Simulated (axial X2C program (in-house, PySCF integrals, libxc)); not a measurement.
# FeLi⁺: from the state search to constants

What are the state, bond length, wavenumber and bond energy of FeLi⁺, and what does spin–orbit coupling change?

Program: an in-house X2C program for linear molecules on PySCF integrals. Level of theory: all-electron X2C, Fe dyall-cv3z, Li dyall-cv3z. These are calculated values, not measurements.

**1. Set-up**

Input file task.json:

```json
{"zs": [26, 3], "q": 1, "bas": ["dyall-cv3z", "dyall-cv3z"], "levels": ["PBE0", "HF", "M06"], "cc": true, "r0": 2.49, "thr": -2.0, "nmax": 90, "npts": 10, "nst": 2, "ntry": 6}
```

Keys: zs atomic numbers; q charge; bas basis sets; levels methods (HF also brings MP2); cc coupled cluster on or off; r0 starting distance in Å; thr threshold in hartree for freezing inner shells (an s shell follows its p shell); nmax most natural virtual spinors; npts points asked for on the curve; nst determinants followed; ntry starts of the search.

Run with:

```bash
python so2c.py task.json out
```

Spin-free means the one-electron spin-free X2C Hamiltonian; two-component (2c) means X2C with spin–orbit coupling and atomic mean-field two-electron Coulomb and Gaunt terms. Basis: Fe dyall-cv3z contracted to [9s10p6d3f2g], Li dyall-cv3z contracted to [7s8p2d]; Gaussian nuclei, density fitting. Masses: Fe 55.935 u, Li 7.016 u.

Notation: σ, π±, δ± give the projection m of an orbital's angular momentum (0, ±1, ±2), α and β its spin, Λ and M_S the sums; ω is the projection of a spinor's total angular momentum and Ω the sum. Logs are in hartree.

The results follow Hamiltonian by Hamiltonian and level by level.

**2. Which state to follow**

PBE0 moves the distance from 2.490 Å to 2.779 Å and compares determinants there.

Spin-free determinants:

```json
{"ΔE (eV)": "0.00", "state": "M_S = 2, Λ = 0", "open shells": "beyond closed shells: π+α, π-α, δ+α, δ-α"}
{"ΔE (eV)": "0.03", "state": "M_S = 2, Λ = 1", "open shells": "beyond closed shells: σα, π+α, π+β, π-α, δ+α, δ-α"}
{"ΔE (eV)": "0.17", "state": "M_S = 2, Λ = 2", "open shells": "beyond closed shells: σα, π+α, π-α, δ+α, δ+β, δ-α"}
{"ΔE (eV)": "0.81", "state": "M_S = 2, Λ = 0", "open shells": "beyond closed shells: 2 × σα, δ+α, δ-α"}
{"ΔE (eV)": "1.22", "state": "M_S = 1, Λ = 2", "open shells": "beyond closed shells: σβ, π+α, π-α, δ+α, δ+β, δ-α"}
{"ΔE (eV)": "1.74", "state": "M_S = 1, Λ = 1", "open shells": "beyond closed shells: σβ, π+α, π+β, π-α, δ+α, δ-α"}
{"ΔE (eV)": "2.26", "state": "M_S = 3, Λ = 0", "open shells": "beyond closed shells: 2 × σα, π+α, π-α, δ+α, δ-α"}
```

Two-component determinants:

```csv
ΔE (eV),state,open shells
0.00,Ω = 2,"excess of +ω over −ω: ω = -1/2, ω = 5/2"
0.01,Ω = 3,"excess of +ω over −ω: ω = 1/2, ω = 5/2"
0.06,Ω = 1,"excess of +ω over −ω: ω = -3/2, ω = 5/2"
0.13,Ω = 4,"excess of +ω over −ω: ω = 3/2, ω = 5/2"
0.80,Ω = 2,"excess of +ω over −ω: 2 × ω = 1/2, ω = -3/2, ω = 5/2"
1.10,Ω = 5,"excess of +ω over −ω: 2 × ω = 1/2, ω = 3/2, ω = 5/2"
1.17,Ω = 3,"excess of +ω over −ω: 2 × ω = -1/2, ω = 3/2, ω = 5/2"
```

**3. PBE0, spin-free**

State followed: M_S = 2, Λ = 0 (beyond closed shells: π+α, π-α, δ+α, δ-α). The scan is laid around 2.805 Å, a first estimate of the minimum, and this SCF restarts from the orbitals of the search.

The SCF at the reference distance of 2.805 Å:

```text
spin-free X2C-1e  PBE0
basis functions 149  fitting functions 784  grid points 5083
iter        total energy     max residual
   1      -1279.698369195     2.02e-01
   2      -1279.718362361     1.47e-03
   3      -1279.718366942     1.40e-03
   4      -1279.718381154     2.46e-04
   5      -1279.718381481     1.53e-04
   6      -1279.718381638     2.76e-05
   7      -1279.718381650     1.40e-05
   8      -1279.718381655     4.50e-06
converged
one-electron -1789.25700593  Coulomb 552.46592836  exact exchange -14.13722594  xc functional -43.50516637  nuclear repulsion 14.71508822
```

Along the bond, energies from the lowest point:

| R (Å) | E (eV) | μ (D) | HOMO (eV) | LUMO (eV) | iterations |
| --- | --- | --- | --- | --- | --- |
| 2.440 | 0.1442 | 5.77 | -11.23 | -8.13 | 12 |
| 2.553 | 0.0605 | 6.15 | -11.11 | -8.01 | 10 |
| 2.637 | 0.0240 | 6.45 | -11.02 | -7.92 | 10 |
| 2.721 | 0.0052 | 6.77 | -10.92 | -7.84 | 10 |
| 2.805 | 0.0000 | 7.10 | -10.83 | -7.75 | 8 |
| 2.903 | 0.0077 | 7.50 | -10.72 | -7.66 | 10 |
| 3.001 | 0.0264 | 7.92 | -10.60 | -7.57 | 9 |
| 3.128 | 0.0619 | 8.47 | -10.46 | -7.45 | 10 |
| 3.282 | 0.1166 | 9.16 | -10.29 | -7.31 | 10 |
| 3.506 | 0.2066 | 10.21 | -10.04 | -7.10 | 10 |

Dipoles are positive if Li is the positive end and refer to the centre of mass.

Outer orbitals at the reference distance:

| symmetry | occupied | ε (eV) | atomic character |
| --- | --- | --- | --- |
| δ-α | yes | -17.34 | 100% Fe d |
| δ+α | yes | -17.34 | 100% Fe d |
| π-α | yes | -16.72 | 100% Fe d |
| π+α | yes | -16.72 | 100% Fe d |
| σα | yes | -15.36 | 99% Fe d |
| σβ | yes | -12.91 | 97% Fe d |
| σα | yes | -11.55 | 70% Fe s, 15% Li p, 12% Li s |
| σβ | yes | -10.83 | 60% Fe s, 17% Li s, 17% Li p |
| δ-β | no | -7.75 | 100% Fe d |
| δ+β | no | -7.75 | 100% Fe d |
| π+β | no | -6.99 | 93% Fe d, 5% Li p |
| π-β | no | -6.99 | 93% Fe d, 5% Li p |

PBE0 fields in the half plane through the axis: z from -2.4 to 5.1 Å across, distance from the axis 0.15 to 2.25 Å upwards; Fe lies at z = 0 and Li at z = 2.805 Å; the ELF is damped to zero where the density is low.

log10 density (e/bohr³). Ten even steps from '0' (-6.38 ) to '9' (1.38 ):
```
22333344444444333322211000
23334444444444443332221100
23344455555554444333221110
33444555555555544433221110
33445556666555554443322111
34455567776655555554322111
34455678887665556765432111
34456678987666557886532111
```

ELF. Ten even steps from ' ' (0.00 ) to '@' (1.00 ):
```
          ..--++******++++==::..                    
        ::--++****############++::                  
      ..::--==++******##%%@@@@%%**::                
    ..::::::------====**%%@@@@@@==                  
  ..::::::....::::::::==##@@@@**                    
  ::::::::....::==::..::**@@%%..    ..              
..::----::::--**%%**--::++%%**  ::@@@@@@==          
..--====--==####**####==++%%==  @@@@@@@@@@          
```

Re = 2.799 Å, ωe = 261.0 cm⁻¹, ωexe = 2.55 cm⁻¹, Be = 0.3452 cm⁻¹, De = 0.880 eV, μ = 7.08 D.

**4. HF, spin-free**

The SCF at the reference distance of 2.805 Å:

```text
spin-free X2C-1e  HF
basis functions 149  fitting functions 784  grid points 5083
iter        total energy     max residual
   1      -1278.624893110     2.16e-01
   2      -1278.641491599     9.31e-03
   3      -1278.642578781     1.07e-02
   4      -1278.642783215     3.91e-03
   5      -1278.642885307     1.55e-03
   6      -1278.643096845     6.38e-03
   7      -1278.643168503     4.39e-03
   8      -1278.643213860     5.23e-04
   9      -1278.643220999     6.15e-04
  10      -1278.643222664     3.39e-04
  11      -1278.643222982     5.30e-05
  12      -1278.643223029     3.41e-05
  13      -1278.643223036     1.95e-05
  14      -1278.643223037     3.39e-06
  15      -1278.643223037     5.29e-07
converged
one-electron -1789.55256702  Coulomb 552.85611370  exact exchange -56.66185794  xc functional 0.00000000  nuclear repulsion 14.71508822
```

Re = 2.984 Å, ωe = 220.1 cm⁻¹, ωexe = 1.38 cm⁻¹, Be = 0.3036 cm⁻¹, De = 0.858 eV, μ = 7.30 D.

**5. M06, spin-free**

The SCF at the reference distance of 2.805 Å:

```text
spin-free X2C-1e  M06
basis functions 149  fitting functions 784  grid points 5083
iter        total energy     max residual
   1      -1279.932354793     9.40e-02
   2      -1279.938018739     1.10e-02
   3      -1279.939249464     1.53e-02
   4      -1279.939552129     1.03e-03
   5      -1279.939560202     3.17e-04
   6      -1279.939560665     1.39e-04
   7      -1279.939560724     1.05e-04
   8      -1279.939560788     1.47e-05
   9      -1279.939560789     2.72e-06
converged
one-electron -1789.16833750  Coulomb 552.37237061  exact exchange -15.26421717  xc functional -42.59446494  nuclear repulsion 14.71508822
```

Re = 2.882 Å, ωe = 226.3 cm⁻¹, Be = 0.3256 cm⁻¹, De = 0.413 eV, μ = 8.36 D.

**6. MP2 and beyond, spin-free**

Correlated methods: 8 electrons correlated (frozen shells, counted by type: Fe 3 s, 2 p; Li 1 s), 226 virtual spinors in MP2, 89 natural virtuals in coupled cluster.

Output of the correlated part at 2.805 Å:

```text
correlated 8  virtual 226  natural virtual 89  E(MP2) -0.181195109  MP2 remainder -0.004320436
iter   CCSD correlation   residual
   1     -0.181234692   1.11e-01
   2     -0.187721217   5.92e-02
   3     -0.189030765   2.73e-02
   4     -0.189626834   1.39e-02
   5     -0.189920516   5.09e-03
   6     -0.189929244   1.50e-03
   7     -0.189932016   3.92e-04
   8     -0.189936495   1.39e-04
   9     -0.189934927   5.80e-05
  10     -0.189935233   2.56e-05
  11     -0.189935045   9.99e-06
  12     -0.189935169   4.03e-06
  13     -0.189935204   1.61e-06
  14     -0.189935226   8.43e-07
  15     -0.189935238   4.69e-07
(T) -0.005884790  T1 0.0619  D1 0.1551  max T2 0.129
```

T1 in the output is the amplitude norm over the root of the electron number; divide by √2 for the Lee–Taylor value.

MP2: No constants are quoted: the reference is strongly spin-contaminated.

CCSD: Re = 2.817 Å, ωe = 262.1 cm⁻¹, ωexe = 2.53 cm⁻¹, Be = 0.3408 cm⁻¹, De = 0.754 eV. T1 at Re = 0.044 (Lee–Taylor, the printed value over √2).

CCSD(T): Re = 2.811 Å, ωe = 263.7 cm⁻¹, ωexe = 2.56 cm⁻¹, Be = 0.3422 cm⁻¹, De = 0.747 eV. T1 at Re = 0.044 (Lee–Taylor, the printed value over √2).

**7. A higher determinant, spin-free**

State: M_S = 2, Λ = 1 (beyond closed shells: σα, π+α, π+β, π-α, δ+α, δ-α).

Output at the reference distance:

```text
spin-free X2C-1e  PBE0
basis functions 149  fitting functions 784  grid points 5083
iter        total energy     max residual
   1      -1279.697557284     2.02e-01
   2      -1279.717107340     1.54e-03
   3      -1279.717107596     1.68e-03
   4      -1279.717127131     2.67e-04
   5      -1279.717127438     2.41e-04
   6      -1279.717127815     2.69e-05
   7      -1279.717127834     1.49e-05
   8      -1279.717127844     4.28e-06
converged
one-electron -1789.54840091  Coulomb 552.75469420  exact exchange -14.13449993  xc functional -43.50400942  nuclear repulsion 14.71508822
```

| R (Å) | E above the lowest PBE0 point (eV) |
| --- | --- |
| 2.440 | 0.161 |
| 2.553 | 0.083 |
| 2.637 | 0.051 |
| 2.721 | 0.036 |
| 2.805 | 0.034 |
| 2.903 | 0.045 |
| 3.001 | 0.067 |
| 3.128 | 0.107 |
| 3.282 | 0.166 |

Re = 2.774 Å, ωe = 267.1 cm⁻¹, ωexe = 2.48 cm⁻¹, Be = 0.3513 cm⁻¹, μ = 6.84 D. Te = 0.03 eV.

**8. The spin-free curves together**

Energy (eV) of the followed determinant, spin-free, from each level's lowest point:

| R (Å) | PBE0 | HF | MP2 (spin-contaminated) | CCSD | CCSD(T) | M06 |
| --- | --- | --- | --- | --- | --- | --- |
| 2.440 | 0.144 | 0.273 | 0.120 | n/a | n/a | 0.177 |
| 2.553 | 0.061 | 0.153 | 0.041 | 0.071 | 0.068 | 0.087 |
| 2.637 | 0.024 | 0.091 | 0.011 | 0.030 | 0.029 | 0.044 |
| 2.721 | 0.005 | 0.048 | 0.000 | 0.008 | 0.007 | 0.017 |
| 2.805 | 0.000 | 0.021 | 0.003 | 0.000 | 0.000 | 0.003 |
| 2.903 | 0.008 | 0.004 | 0.021 | 0.005 | 0.006 | 0.000 |
| 3.001 | 0.026 | 0.000 | 0.049 | 0.022 | 0.024 | 0.007 |
| 3.128 | 0.062 | 0.010 | 0.094 | 0.057 | 0.059 | 0.028 |
| 3.282 | 0.117 | 0.039 | 0.158 | n/a | n/a | 0.065 |
| 3.506 | 0.207 | 0.102 | 0.257 | n/a | n/a | 0.131 |

**9. PBE0, 2c**

State followed: Ω = 2 (excess of +ω over −ω: ω = -1/2, ω = 5/2). The scan is laid around 2.805 Å, a first estimate of the minimum, and this SCF restarts from the orbitals of the search.

Output at 2.805 Å:

```text
two-component X2C + atomic mean field  PBE0
basis functions 149  fitting functions 784  grid points 5083
iter        total energy     max residual
   1      -1279.364805579     2.03e-01
   2      -1279.384817100     1.45e-03
   3      -1279.384821624     1.41e-03
   4      -1279.384835551     2.37e-04
   5      -1279.384835887     1.29e-04
   6      -1279.384836011     3.10e-05
   7      -1279.384836023     1.41e-05
   8      -1279.384836027     4.79e-06
converged
one-electron -1788.42823826  Coulomb 552.30187498  exact exchange -14.13347366  xc functional -43.49352322  nuclear repulsion 14.71508822  atomic mean-field constant -0.34656408
```

Along the bond, energies from the lowest point:

| R (Å) | E (eV) | μ (D) | HOMO (eV) | LUMO (eV) | iterations |
| --- | --- | --- | --- | --- | --- |
| 2.440 | 0.1444 | 5.76 | -11.23 | -8.17 | 12 |
| 2.553 | 0.0607 | 6.15 | -11.11 | -8.05 | 10 |
| 2.637 | 0.0242 | 6.45 | -11.02 | -7.97 | 10 |
| 2.721 | 0.0052 | 6.77 | -10.92 | -7.88 | 10 |
| 2.805 | 0.0000 | 7.10 | -10.83 | -7.80 | 8 |
| 2.903 | 0.0076 | 7.50 | -10.72 | -7.71 | 10 |
| 3.001 | 0.0263 | 7.91 | -10.60 | -7.61 | 9 |
| 3.128 | 0.0618 | 8.46 | -10.46 | -7.50 | 10 |
| 3.282 | 0.1164 | 9.16 | -10.29 | -7.35 | 10 |
| 3.506 | 0.2064 | 10.21 | -10.04 | -7.15 | 10 |

Dipoles are positive if Li is the positive end and refer to the centre of mass.

Outer spinors at the reference distance:

```json
{"ω": "-3/2", "occupied": "yes", "ε (eV)": "-17.40", "atomic character": "100% Fe d", "λ mixture": "100% δ"}
{"ω": "5/2", "occupied": "yes", "ε (eV)": "-17.29", "atomic character": "100% Fe d", "λ mixture": "100% δ"}
{"ω": "-1/2", "occupied": "yes", "ε (eV)": "-16.76", "atomic character": "100% Fe d", "λ mixture": "100% π"}
{"ω": "3/2", "occupied": "yes", "ε (eV)": "-16.70", "atomic character": "100% Fe d", "λ mixture": "100% π"}
{"ω": "1/2", "occupied": "yes", "ε (eV)": "-15.37", "atomic character": "99% Fe d", "λ mixture": "100% σ"}
{"ω": "-1/2", "occupied": "yes", "ε (eV)": "-12.91", "atomic character": "97% Fe d", "λ mixture": "100% σ"}
{"ω": "1/2", "occupied": "yes", "ε (eV)": "-11.55", "atomic character": "70% Fe s, 15% Li p, 12% Li s", "λ mixture": "100% σ"}
{"ω": "-1/2", "occupied": "yes", "ε (eV)": "-10.83", "atomic character": "60% Fe s, 17% Li s, 17% Li p", "λ mixture": "100% σ"}
{"ω": "3/2", "occupied": "no", "ε (eV)": "-7.80", "atomic character": "100% Fe d", "λ mixture": "100% δ"}
{"ω": "-5/2", "occupied": "no", "ε (eV)": "-7.72", "atomic character": "100% Fe d", "λ mixture": "100% δ"}
{"ω": "1/2", "occupied": "no", "ε (eV)": "-7.02", "atomic character": "93% Fe d, 4% Li p", "λ mixture": "100% π"}
{"ω": "-3/2", "occupied": "no", "ε (eV)": "-6.98", "atomic character": "93% Fe d, 5% Li p", "λ mixture": "100% π"}
```

PBE0 fields in the half plane through the axis: z from -2.4 to 5.1 Å across, distance from the axis 0.15 to 2.25 Å upwards; Fe lies at z = 0 and Li at z = 2.805 Å; the ELF is damped to zero where the density is low.

log10 density (e/bohr³). Ten even steps from '0' (-6.38 ) to '9' (1.38 ):
```
22333344444444333322211000
23334444444444443332221100
23344455555554444333221110
33444555555555544433221110
33445556666555554443322111
34455567776655555554322111
34455678887665556765432111
34456678987666557886532111
```

ELF. Ten even steps from '0' (0.00 ) to '9' (1.00 ):
```
00000135666554210000000000
00002356677777752000000000
00012345666789986200000000
00122233344689994000000000
01222112222479960000000000
02222112421269810010000000
12332236863258602999400000
13443477677458409999900000
```

Re = 2.799 Å, ωe = 260.9 cm⁻¹, ωexe = 2.55 cm⁻¹, Be = 0.3451 cm⁻¹, De = 0.879 eV, μ = 7.08 D.

**10. HF, 2c**

The SCF at the reference distance of 2.805 Å:

```text
two-component X2C + atomic mean field  HF
basis functions 149  fitting functions 784  grid points 5083
iter        total energy     max residual
   1      -1278.291733803     2.16e-01
   2      -1278.308326221     9.31e-03
   3      -1278.309412854     1.07e-02
   4      -1278.309617028     3.92e-03
   5      -1278.309719118     1.55e-03
   6      -1278.309930634     6.37e-03
   7      -1278.310002294     4.39e-03
   8      -1278.310047636     5.21e-04
   9      -1278.310054792     6.15e-04
  10      -1278.310056475     3.41e-04
  11      -1278.310056805     5.33e-05
  12      -1278.310056860     3.82e-05
  13      -1278.310056872     2.52e-05
  14      -1278.310056876     7.35e-06
  15      -1278.310056879     1.15e-05
  16      -1278.310056881     1.37e-05
  17      -1278.310056881     6.01e-06
  18      -1278.310056881     1.80e-06
converged
one-electron -1788.72346266  Coulomb 552.69170586  exact exchange -56.64682422  xc functional 0.00000000  nuclear repulsion 14.71508822  atomic mean-field constant -0.34656408
```

Re = 2.985 Å, ωe = 220.0 cm⁻¹, ωexe = 1.38 cm⁻¹, Be = 0.3035 cm⁻¹, De = 0.858 eV, μ = 7.30 D.

**11. M06, 2c**

Output at 2.805 Å:

```text
two-component X2C + atomic mean field  M06
basis functions 149  fitting functions 784  grid points 5083
iter        total energy     max residual
   1      -1279.598981442     9.40e-02
   2      -1279.604650653     1.10e-02
   3      -1279.605879141     1.53e-02
   4      -1279.606182317     1.03e-03
   5      -1279.606190736     3.16e-04
   6      -1279.606191386     1.39e-04
   7      -1279.606191552     1.38e-04
   8      -1279.606191694     5.04e-05
   9      -1279.606191731     2.15e-05
  10      -1279.606191740     9.11e-06
converged
one-electron -1788.33979838  Coulomb 552.20849707  exact exchange -15.26014919  xc functional -42.58326537  nuclear repulsion 14.71508822  atomic mean-field constant -0.34656408
```

Re = 2.882 Å, ωe = 226.2 cm⁻¹, Be = 0.3255 cm⁻¹, De = 0.390 eV, μ = 8.36 D.

**12. MP2 and beyond, 2c**

Correlated methods: 8 electrons correlated (frozen shells, counted by type: Fe 3 s, 2 p; Li 1 s), 226 virtual spinors in MP2, 90 natural virtuals in coupled cluster.

Output of the correlated part at 2.805 Å:

```text
correlated 8  virtual 226  natural virtual 90  E(MP2) -0.181127969  MP2 remainder -0.004169929
iter   CCSD correlation   residual
   1     -0.181314817   1.11e-01
   2     -0.187795310   5.92e-02
   3     -0.189102802   2.73e-02
   4     -0.189698799   1.39e-02
   5     -0.189991821   5.09e-03
   6     -0.190000453   1.51e-03
   7     -0.190003266   3.94e-04
   8     -0.190007748   1.41e-04
   9     -0.190006162   5.91e-05
  10     -0.190006471   2.61e-05
  11     -0.190006281   1.02e-05
  12     -0.190006409   4.08e-06
  13     -0.190006445   1.63e-06
  14     -0.190006467   8.51e-07
  15     -0.190006479   4.71e-07
(T) -0.005888437  T1 0.0618  D1 0.1551  max T2 0.129
```

MP2: No constants are quoted: the reference is strongly spin-contaminated.

CCSD: Re = 2.818 Å, ωe = 262.0 cm⁻¹, ωexe = 2.53 cm⁻¹, Be = 0.3406 cm⁻¹, De = 0.754 eV. T1 at Re = 0.044 (Lee–Taylor, the printed value over √2).

CCSD(T): Re = 2.812 Å, ωe = 263.6 cm⁻¹, ωexe = 2.55 cm⁻¹, Be = 0.3421 cm⁻¹, De = 0.747 eV. T1 at Re = 0.044 (Lee–Taylor, the printed value over √2).

**13. A higher determinant, 2c**

State: Ω = 3 (excess of +ω over −ω: ω = 1/2, ω = 5/2).

Output at the reference distance:

```text
two-component X2C + atomic mean field  PBE0
basis functions 149  fitting functions 784  grid points 5083
iter        total energy     max residual
   1      -1279.364862838     2.02e-01
   2      -1279.384430254     1.54e-03
   3      -1279.384445699     9.44e-04
   4      -1279.384450525     2.47e-04
   5      -1279.384450965     1.31e-04
   6      -1279.384451116     3.25e-05
   7      -1279.384451134     1.59e-05
   8      -1279.384451141     4.49e-06
converged
one-electron -1788.72762520  Coulomb 552.59806288  exact exchange -14.13079328  xc functional -43.49261968  nuclear repulsion 14.71508822  atomic mean-field constant -0.34656408
```

| R (Å) | E above the lowest PBE0 point (eV) |
| --- | --- |
| 2.440 | 0.137 |
| 2.553 | 0.060 |
| 2.637 | 0.028 |
| 2.721 | 0.012 |
| 2.805 | 0.010 |
| 2.903 | 0.022 |
| 3.001 | 0.044 |
| 3.128 | 0.083 |
| 3.282 | 0.142 |

Re = 2.775 Å, ωe = 267.0 cm⁻¹, ωexe = 2.47 cm⁻¹, Be = 0.3512 cm⁻¹, μ = 6.84 D. Te = 0.01 eV.

**14. The 2c curves together**

Energy (eV) of the followed determinant, 2c, from each level's lowest point:

| R (Å) | PBE0 | HF | MP2 (spin-contaminated) | CCSD | CCSD(T) | M06 |
| --- | --- | --- | --- | --- | --- | --- |
| 2.440 | 0.144 | 0.273 | 0.120 | n/a | n/a | 0.177 |
| 2.553 | 0.061 | 0.153 | 0.041 | 0.071 | 0.069 | 0.087 |
| 2.637 | 0.024 | 0.092 | 0.011 | 0.031 | 0.029 | 0.044 |
| 2.721 | 0.005 | 0.049 | 0.000 | 0.008 | 0.007 | 0.018 |
| 2.805 | 0.000 | 0.021 | 0.003 | 0.000 | 0.000 | 0.004 |
| 2.903 | 0.008 | 0.004 | 0.021 | 0.005 | 0.006 | 0.000 |
| 3.001 | 0.026 | 0.000 | 0.049 | 0.022 | 0.024 | 0.007 |
| 3.128 | 0.062 | 0.010 | 0.094 | 0.056 | 0.059 | 0.028 |
| 3.282 | 0.116 | 0.039 | 0.158 | n/a | n/a | 0.065 |
| 3.506 | 0.206 | 0.102 | 0.256 | n/a | n/a | 0.131 |

Time for the job: 2.4 min (1 thread of Arm Neoverse V1, shared host); peak memory 0.5 GiB.

**15. Results**

Lowest determinant that the search found at its distance, spin-free: M_S = 2, Λ = 0 (beyond closed shells: π+α, π-α, δ+α, δ-α).

Lowest determinant that the search found at its distance, 2c: Ω = 2 (excess of +ω over −ω: ω = -1/2, ω = 5/2).

| Hamiltonian | level | Re (Å) | ωe (cm⁻¹) | De (eV) | μ (D) |
| --- | --- | --- | --- | --- | --- |
| spin-free | PBE0 | 2.799 | 261.0 | 0.880 | 7.08 |
| spin-free | HF | 2.984 | 220.1 | 0.858 | 7.30 |
| spin-free | CCSD | 2.817 | 262.1 | 0.754 | n/a |
| spin-free | CCSD(T) | 2.811 | 263.7 | 0.747 | n/a |
| spin-free | M06 | 2.882 | 226.3 | 0.413 | 8.36 |
| 2c | PBE0 | 2.799 | 260.9 | 0.879 | 7.08 |
| 2c | HF | 2.985 | 220.0 | 0.858 | 7.30 |
| 2c | CCSD | 2.818 | 262.0 | 0.754 | n/a |
| 2c | CCSD(T) | 2.812 | 263.6 | 0.747 | n/a |
| 2c | M06 | 2.882 | 226.2 | 0.390 | 8.36 |

Dipoles are positive if Li is the positive end and refer to the centre of mass. No constants: spin-free MP2 (the reference is strongly spin-contaminated); 2c MP2 (the reference is strongly spin-contaminated).

Time per point (s) on 1 thread of Arm Neoverse V1, shared host (2c runs; CCSD comes with the CCSD(T) run); the times are rough: PBE0 0.44, HF 0.29, CCSD(T) 3.5, M06 0.66.

**Reading.** At CCSD(T), going from spin-free to two-component changes Re by +1 mÅ, ωe by 0.0 %, which is small (part of it comes from the scalar share of the two-electron terms). De moves by 0.00 eV; both De rest on single-determinant atoms, which can miss part of an open shell's spin–orbit lowering.

De refers to Fe + Li+, each in the lowest determinant found, which need not be this curve's own limit. The state is a single determinant with fixed occupations, the lowest that a limited PBE0 search found. De is counted from the lowest determinant-based energies of the atoms at the same level, without counterpoise correction. Density functionals use the spin component along the axis (collinear). CCSD and (T) use frozen natural virtuals with an MP2 correction for the truncation. The meta-GGAs lack a current-density term, which matters for open shells with orbital currents, atoms included. With several unpaired electrons one determinant need not be a pure state. The spin-free determinant is spin-contaminated at some levels. T1 at Re is 0.044 (Lee–Taylor), above the customary mark of 0.02.
